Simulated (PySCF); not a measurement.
# TD-SVWN5/6-31G(d) (spherical functions, spin of roots singlet) run of C2H9AlN− (SMILES CC[NH][AlH3-])

Wanted: the vertical excitations of C2H9AlN−. The job is set up through a Python script.

Program for the calculation: PySCF 2.14.0.

4 further runs of the same task are left out: 4 set aside as unsound or not needed.

## (1) The structure to begin with

C2H9AlN−: 13 atoms, total charge -1, spin state singlet. SMILES: `CC[NH][AlH3-]`. Geometry: a GFN2-xTB relaxation, a rough one for these elements and not checked as a minimum. This is one conformer, not always the lowest.

Bond lengths: C1–C2 1.539 Å, C2–N3 1.432 Å, N3–Al4 1.842 Å, C1–H5 1.090 Å, C1–H6 1.091 Å, C1–H7 1.087 Å, C2–H8 1.094 Å, C2–H9 1.111 Å, N3–H10 1.017 Å, Al4–H11 1.625 Å, Al4–H12 1.623 Å, Al4–H13 1.621 Å. Some angles: C1–C2–N3 113.5°, C2–N3–Al4 131.1°, C1–C2–H8 108.6°, C1–C2–H9 107.7°, N3–C2–H8 107.0°, N3–C2–H9 112.3°, C2–C1–H5 110.3°, C2–C1–H6 111.1°, C2–C1–H7 109.1°, C2–N3–H10 109.9°.

## (2) The excited states at TD-SVWN5/6-31G(d) (spherical functions, spin of roots singlet)

input.xyz

```xyz
13

C     -1.027400     1.579780    -0.312150
C     -0.007790     0.822250     0.557020
N      0.715130    -0.184990    -0.158860
Al     0.693280    -2.021480    -0.018540
H     -0.516760     2.114160    -1.113710
H     -1.592680     2.298720     0.282760
H     -1.713680     0.865300    -0.759590
H     -0.544900     0.316480     1.364980
H      0.665390     1.574200     1.021970
H      1.266580     0.244670    -0.898180
H      0.983230    -2.607770    -1.506420
H     -0.762610    -2.485450     0.527470
H      1.842190    -2.515900     1.013250
```

calc.py

```python
from pyscf import gto, dft, tdscf

mol = gto.M(
    atom='input.xyz',
    verbose=3,
    basis='6-31g*',
    max_memory=1860,
    charge=-1,
)

mf = dft.RKS(mol)
mf.xc = 'svwn'
mf.conv_tol = 1e-10
mf.grids.level = 4
mf.kernel()
if not mf.converged:
    mf = mf.newton().run(mf.mo_coeff, mf.mo_occ)

e_final = mf.e_tot
print('E(%s) = %.9f' % ('SVWN5', e_final))

td = mf.TDDFT()
td.nstates = 3
td.kernel()
td.analyze()
roots = td.e * 27.211386
osc = td.oscillator_strength()
print('state   eV      nm      f')
for i, (w, f) in enumerate(zip(roots, osc), 1):
    print('%3d %9.4f %8.1f %9.5f' % (i, w, 1239.842 / w, f))
```

Command:

```bash
$ OMP_NUM_THREADS=1 python calc.py
```

What values should one expect? Wanted: ground-state or mean-field energy; HOMO energy; LUMO energy; HOMO–LUMO gap; lowest singlet excitation energy.

**Answer.** As computed:

Level: TD-SVWN5/6-31G* (spherical functions, spin of roots singlet).

| quantity | value |
| --- | --- |
| ground-state or mean-field energy | -376.50648 Eh |
| HOMO energy (SVWN5 Kohn–Sham orbitals) | 0.72 eV |
| LUMO energy (SVWN5 Kohn–Sham orbitals) | 4.90 eV |
| HOMO–LUMO gap (to an unbound level, set by the basis) | 4.18 eV |
| lowest singlet excitation energy | 4.27 eV |

What this shows: The brightest of the 3 transitions from the ground state lies at 4.27 eV (290 nm, f = 0.011). For an anion, states without diffuse functions may be basis-held continuum. The HOMO lies at positive energy, 0.72 eV, as semi-local functionals often give for anions: the electron is unbound at this level or held by a compact basis; values depend on the basis.
